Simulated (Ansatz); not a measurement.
**F₂H₄SiSn: up Jacob's ladder to CCSD(T)**

The task here is to estimate one member of a computed series from the others.

The runs use Ansatz 0.2.0, Gaussian basis; functionals in def2-TZVPP, the program's frozen cores in correlated methods.

The runs, in order: LDA (SPW92), PBE-D4, revPBE-D4, BLYP-D4, r2SCAN-D4, B97M-V, PBE0-D4, B3LYP-D4, r2SCANh-D4, r2SCAN0-D4, HSE06-D4, BHLYP-D4, CAM-B3LYP-D4, LC-ωPBE, ωB97X-V, ωB97M-V, B2PLYP, PBE-QIDH; CCSD(T)/def2-SVP; CCSD(T)/def2-TZVPP; MP2/def2-QZVPP; extrapolation to the limit; RPA on PBE.

**Structure used throughout**

An earlier PBE0-D4 in a triple-zeta def2 set relaxation fixed the geometry. Sn takes the def2 core potential; no spin-orbit term is included.

SMILES `[F][SnH]([F])[SiH3]`, 8 atoms, charge 0, spin multiplicity 1.

Atoms are counted from 1 here; the program's logs count them from 0.

Bond lengths: F1–Sn2 1.919 Å, Sn2–F3 1.919 Å, Sn2–Si4 2.563 Å, Sn2–H5 1.703 Å, Si4–H6 1.483 Å, Si4–H7 1.481 Å, Si4–H8 1.483 Å. Angles: F1–Sn2–F3 102.5°, F1–Sn2–Si4 107.2°, F1–Sn2–H5 105.1°, F3–Sn2–Si4 107.1°, F3–Sn2–H5 105.1°, Si4–Sn2–H5 127.3°, Sn2–Si4–H6 108.2°, Sn2–Si4–H7 107.6°, Sn2–Si4–H8 108.1°, H6–Si4–H7 111.2°, H6–Si4–H8 110.4°, H7–Si4–H8 111.2°.

Set-up of the first run:

in.yaml

```yaml
crystal:
  periodic: [false, false, false]
  atoms:
    - {symbol: F, position_ang: [1.543125, -1.599172, 1.156654]}
    - {symbol: Sn, position_ang: [1.193834, -0.045221, 0.086245]}
    - {symbol: F, position_ang: [1.792276, -0.595239, -1.652175]}
    - {symbol: Si, position_ang: [-1.351164, 0.229098, -0.044589]}
    - {symbol: H, position_ang: [2.330836, 1.113217, 0.601281]}
    - {symbol: H, position_ang: [-1.854898, 0.539350, 1.315376]}
    - {symbol: H, position_ang: [-1.914048, -1.045854, -0.545443]}
    - {symbol: H, position_ang: [-1.647860, 1.346822, -0.973149]}
basis:
  gaussian: {orbitals: def2-TZVPP}
hamiltonian: {xc: lda}
output: {orbitals: {seedname: orbitals}}
```

Started as:

```bash
$ ansatz run in.yaml --threads 4 --pin off --events-out ev --progress --plain --max-ram 10444MiB
```

Among the steps run: LDA; PBE-D4 (GGA); revPBE-D4 (GGA); BLYP-D4 (GGA); r2SCAN-D4 (meta-GGA); B97M-V (meta-GGA); B3LYP-D4 (hybrid); r2SCANh-D4 (hybrid); r2SCAN0-D4 (hybrid); HSE06-D4 (hybrid); BHLYP-D4 (hybrid); CAM-B3LYP-D4 (range-separated); LC-ωPBE (range-separated); ωB97X-V (range-separated); ωB97M-V (range-separated); B2PLYP (double hybrid); PBE-QIDH (double hybrid).

One of the session's tables, all rows but one given; the rest of the session is left out.

It belongs to the step «Orbital energies across the functionals». 

```
  functional  HOMO (eV)  gap (eV)
 LDA (SPW92)      -7.60      5.35
      PBE-D4      -7.47      5.49
   revPBE-D4      -7.41      5.54
     BLYP-D4      -7.35      5.42
   r2SCAN-D4      -7.79      6.14
      B97M-V      -7.90      6.13
     PBE0-D4      -8.73      7.66
    B3LYP-D4      -8.52      7.16
  r2SCANh-D4          ?         ?
  r2SCAN0-D4      -8.93      8.00
    HSE06-D4      -8.33      6.90
    BHLYP-D4      -9.84      9.54
CAM-B3LYP-D4     -10.00      9.87
     LC-ωPBE     -11.26     12.26
     ωB97X-V     -10.94     11.82
     ωB97M-V     -10.76     11.35
```

Q: Estimate the row for r2SCANh-D4 from the others.

Worked estimate for «HOMO (eV)». Against the share of exact exchange, r2SCAN-D4 (0, -7.79), r2SCAN0-D4 (0.25, -8.93) give a slope of -4.56 per unit share; at 0.1 the line stands at -8.25.

As computed: HOMO (eV): -8.25; gap (eV): 6.92. In «HOMO (eV)» the line misses by 0.00.
